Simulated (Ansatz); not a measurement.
# GaH2O: the cost of one run

Program: Ansatz 0.2.0, Gaussian basis. Level of theory: cc-pVTZ, core rule «outside noble gas», up to 15 orbitals frozen. These are calculated values, not measurements.

The runs, in order: UHF; CCSD(T) on ROHF; CCSD(T) on UHF; BCCD(T) on ROHF; CCSDT(Q) on ROHF; CCSDT(Q) on UHF.

13 further runs of the same task are left out: 8 for a known fault of the program, 5 set aside as unsound or not needed.

## Step 1: The geometry

The geometry is a PBE0/def2-TZVP stationary point (not a proven minimum) of the parent state, kept for this charge and spin. No spin-orbit coupling is included. The filled d shell of Ga may be among the frozen orbitals whatever the setting's name suggests; the logs give the count.

4 atoms, charge 1, spin multiplicity 3.

Atoms are counted from 1 here; the program's logs count them from 0.

Bond lengths: O1–Ga2 1.795 Å, Ga2–H3 1.556 Å, Ga2–H4 1.556 Å. Angles: O1–Ga2–H3 114.9°, O1–Ga2–H4 114.9°, H3–Ga2–H4 130.2°.

## Step 2: UHF

The input, in.yaml:

```yaml
crystal:
  periodic: [false, false, false]
  atoms:
    - {symbol: O, position_ang: [0.000000, 0.000000, 1.482333]}
    - {symbol: Ga, position_ang: [0.000000, 0.000000, -0.312174]}
    - {symbol: H, position_ang: [0.000000, -1.411154, -0.967676]}
    - {symbol: H, position_ang: [0.000000, 1.411154, -0.967676]}
basis:
  gaussian: {orbitals: cc-pVTZ}
total_charge: 1
magnetization: {spin_polarized: true, initial_magnetization: 2}
hamiltonian: {xc: hf}
output: {orbitals: {seedname: orbitals}}
```

Started as:

```
$ ansatz run in.yaml --threads 1 --pin off --events-out ev --progress --plain --max-ram 4096MiB --backend cpu
```

**Question.** How long does this run take on 1 thread of AMD EPYC 7R13, shared host, and how much memory does it need?

About 7 s, with a peak of 0.27 GiB.
